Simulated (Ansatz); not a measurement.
**BCCD(T)/STO-3G run of GeH2S (SMILES [SH][GeH])**

Aim: the energy change on altering one bond length of GeH2S at BCCD(T)/STO-3G, from 2 runs. 

The results are computed with Ansatz 0.2.0.

51 further runs of the same task are left out: 3 that didn't finish, 48 set aside as unsound or not needed.

## Step 1: The structure to begin with

GeH2S: 4 atoms, total charge 0, spin state singlet. As SMILES, `[SH][GeH]`. Geometry: relaxed at PBE0-D4/def2-TZVP.

Bond lengths: S1–Ge2 2.225 Å, S1–H3 1.342 Å, Ge2–H4 1.595 Å. Angles: S1–Ge2–H4 93.7°, Ge2–S1–H3 100.2°.

## Step 2: The energy at BCCD(T)/STO-3G

input.yaml reads:

```yaml
basis:
  gaussian: {orbitals: STO-3G}
crystal:
  periodic: [false, false, false]
  atoms:
    - {symbol: S, position_ang: [-0.443300, -1.201800, 0.271700]}
    - {symbol: Ge, position_ang: [-0.841700, 0.737900, -0.743600]}
    - {symbol: H, position_ang: [0.779200, -0.962100, 0.771200]}
    - {symbol: H, position_ang: [0.561200, 1.365900, -0.319400]}
accuracy: high
correlation: {method: bccd_t, frozen_orbitals: {Ge: 9, H: 0, S: 5}}
scf: {omitted_lower_state_checks: [cluster_reference, increment]}
```

Started as:

```bash
$ ansatz run input.yaml --threads 1 --pin off --max-ram 2610MiB --events-out events.jsonl --progress --plain --runs-dir runs
```

Standard output, cut to the lines that bear on the results:

```text
Warning: RAYON_NUM_THREADS=1 ignored (pool sized by the plan → 1); use --threads N
Functional definition: HF
  name "HF"
[...]
422 factors; integrals over basis functions are off by at most 1.4e-8 eV
[...]
mean field -66560.43803525 eV, -2446.0509815100 hartree, gradient 2.3e-8 eV, S^2 0.000000; 0 other end points of the search recorded, 0 dependent functions left out
14 core orbitals not correlated: weight in the atoms' cores, before any rotation towards them, 1.000 or more for the frozen orbitals, at most 0.000 for the correlated occupied ones
reference -66560.43803525 eV, -2446.0509815100 hartree; 11, 11 occupied and 4, 4 virtual orbitals, 422 factors
second order -1.57276804 eV of doubles, -0.00000000 eV of singles
cycle   1  -1.95186965 eV  change   -3.8e-1 eV  update   8.6e-2
[...]
cycle  24  -2.20310871 eV  change  -4.5e-10 eV  update  3.4e-10
perturbative correction -0.08400867 eV, -0.0030872617 hartree
Total energy: -66562.72515262 eV, -2446.1350315233 hartree
Checks for a lower state left out: cluster_reference, increment
```

It took 0.4 s on 1 thread of Arm Neoverse V1, shared host.

## Step 3: The distorted shape at the same level

molecule.yaml reads:

```yaml
crystal:
  periodic: [false, false, false]
  atoms:
    - {symbol: S, position_ang: [-0.748896, -1.261719, 0.146837]}
    - {symbol: Ge, position_ang: [-1.147296, 0.677981, -0.868463]}
    - {symbol: H, position_ang: [0.779200, -0.962100, 0.771200]}
    - {symbol: H, position_ang: [0.255604, 1.305981, -0.444263]}
basis:
  gaussian:
    orbitals: STO-3G
correlation:
  method: bccd_t
  frozen_orbitals: {Ge: 9, H: 0, S: 5}
accuracy: high
scf:
  omitted_lower_state_checks: [cluster_reference, increment]
```

Started as:

```bash
$ ansatz run molecule.yaml --threads 1 --pin off --max-ram 2610MiB --events-out events.jsonl --progress --plain --runs-dir runs
```

Standard output, cut to the lines that bear on the results:

```text
Warning: RAYON_NUM_THREADS=1 ignored (pool sized by the plan → 1); use --threads N
Functional definition: HF
  name "HF"
[...]
421 factors; integrals over basis functions are off by at most 1.5e-8 eV
[...]
mean field -66558.98001437 eV, -2445.9974002311 hartree, gradient 5.0e-8 eV, S^2 0.000000; 0 other end points of the search recorded, 0 dependent functions left out
14 core orbitals not correlated: weight in the atoms' cores, before any rotation towards them, 1.000 or more for the frozen orbitals, at most 0.000 for the correlated occupied ones
reference -66558.98001437 eV, -2445.9974002311 hartree; 11, 11 occupied and 4, 4 virtual orbitals, 421 factors
second order -1.91376985 eV of doubles, -0.00000000 eV of singles
cycle   1  -2.39868816 eV  change   -4.8e-1 eV  update   9.9e-2
[...]
cycle  25  -2.75782474 eV  change   -1.0e-9 eV  update  7.6e-10
perturbative correction -0.09880312 eV, -0.0036309475 hartree
Total energy: -66561.83664222 eV, -2446.1023793683 hartree
Checks for a lower state left out: cluster_reference, increment
```

Wall time 0.4 s (1 thread of Arm Neoverse V1, shared host).

## Step 4: Summary of results

At BCCD(T)/STO-3G, 14 core orbitals frozen:

| quantity | value |
| --- | --- |
| first shape: total energy | -2446.13503 Eh |
| first shape: correlation energy (14 core orbitals frozen) | -84.1 mEh |
| first shape: (T) correction | -3.09 mEh |
| distorted shape: total energy | -2446.10238 Eh |
| distorted shape: correlation energy (14 core orbitals frozen) | -105.0 mEh |
| distorted shape: (T) correction | -3.63 mEh |
| energy change with the S1–H3 bond stretched from 1.342 to 1.678 Å | 0.889 eV |

**Reading.** With the S1–H3 bond stretched from 1.342 to 1.678 Å the energy rises by 0.89 eV (20.5 kcal/mol). The first shape isn't relaxed at this level, so the change isn't measured from a minimum. The minimal basis adds a large error of its own. The triples (first shape) make up 3.7 % of the correlation energy. The triples (distorted shape) make up 3.5 % of the correlation energy.
